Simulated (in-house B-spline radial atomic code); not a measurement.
# Tb²⁺: highest level by several methods

Aim: see how far minus the highest orbital energy of Tb²⁺ stands from its tabulated ionisation energy, method by method.

The numbers are computed with in-house B-spline radial atomic code version 1 (scalar-relativistic (X2C), several functionals, spin-polarised; spherical all-electron atom at the radial basis limit), except any that are marked as measured or tabulated.

### 1 Starting point

- element: terbium (Z = 65)
- charge: +2
- electrons: 63
- configuration: [Xe] 4f9
- nucleus: Fermi, rms radius 5.060 fm

The outer shells:

[Xe] 4f9
```
[Xe] core
4f [↑↓][↑↓][↑ ][↑ ][↑ ][↑ ][↑ ]
```

Where spins are not typed, each open shell is filled with up spins first.

### 2 BLYP

Settings of the run:

```ini
Z = 65
electrons = 63.0
configuration = [Xe] 4f9
hamiltonian = x2c
method = b88,lyp
spin_polarised = True
nucleus = fermi
rms_radius = 5.06
mass_number = 159
atomic_mass = 158.925353707
speed_of_light = 137.035999084
```

### 3 exchange-only LDA

Settings: those of step 2 with these lines changed.

```diff
@@ -4,3 +4,3 @@
 hamiltonian = x2c
-method = b88,lyp
+method = lda,
 spin_polarised = True
```

### 4 SCAN

Settings: those of step 3 with these lines changed.

```diff
@@ -4,3 +4,3 @@
 hamiltonian = x2c
-method = lda,
+method = scan,scan
 spin_polarised = True
```

### 5 r2SCAN

Settings: those of step 4 with these lines changed.

```diff
@@ -4,3 +4,3 @@
 hamiltonian = x2c
-method = scan,scan
+method = r2scan
 spin_polarised = True
```

### 6 RPBE

Settings: those of step 5 with these lines changed.

```diff
@@ -4,3 +4,3 @@
 hamiltonian = x2c
-method = r2scan
+method = rpbe,pbe
 spin_polarised = True
```

### 7 Hartree-Fock

Settings: those of step 6 with these lines changed.

```diff
@@ -4,3 +4,3 @@
 hamiltonian = x2c
-method = rpbe,pbe
+method = hf
 spin_polarised = True
```

Q: The tabulated ionisation energy is 21.82 ± 0.03 eV (semi-empirical; NIST Atomic Spectra Database). What does each method give, and which comes nearest?

**Answer**, as computed:

| method | rung | total energy (hartree) | −ε highest (eV) | −ε less tabulated (eV) |
| --- | --- | --- | --- | --- |
| exchange-only LDA | LDA | -11693.0054 | 13.227 (4f down) | -8.593 |
| BLYP | GGA | -11708.5928 | 14.553 (4f down) | -7.267 |
| RPBE | GGA | -11708.2412 | 14.563 (4f down) | -7.257 |
| SCAN | meta-GGA | -11708.5931 | 13.615 (4f down) | -8.205 |
| r2SCAN | meta-GGA | -11707.9563 | 13.484 (4f down) | -8.336 |
| Hartree-Fock | Hartree-Fock | -11703.6412 | 22.111 (4f down) | +0.291 |

The tabulated ionisation energy is 21.82 ± 0.03 eV (semi-empirical; NIST Atomic Spectra Database). Hartree-Fock comes nearest (+0.291 eV) and exchange-only LDA is farthest (-8.593 eV, 39 %). Mean absolute error by rung (exchange-only levels left out): GGA 7.26 eV, meta-GGA 8.27 eV, Hartree-Fock 0.29 eV. Relativistic terms that these runs lack can be as large as the gaps between close methods, so the nearest may be so by luck. Spin-orbit coupling is left out. Open shells are averaged (over orientations, and over spins where the run is restricted), while tables refer to the lowest levels. The semilocal levels all lie too high, since self-interaction spoils the long-range potential; for them −ε is no ionisation energy.

Members of this set that are not shown: 4 used exact exchange with fractional occupations of an open shell, which is unsound here.
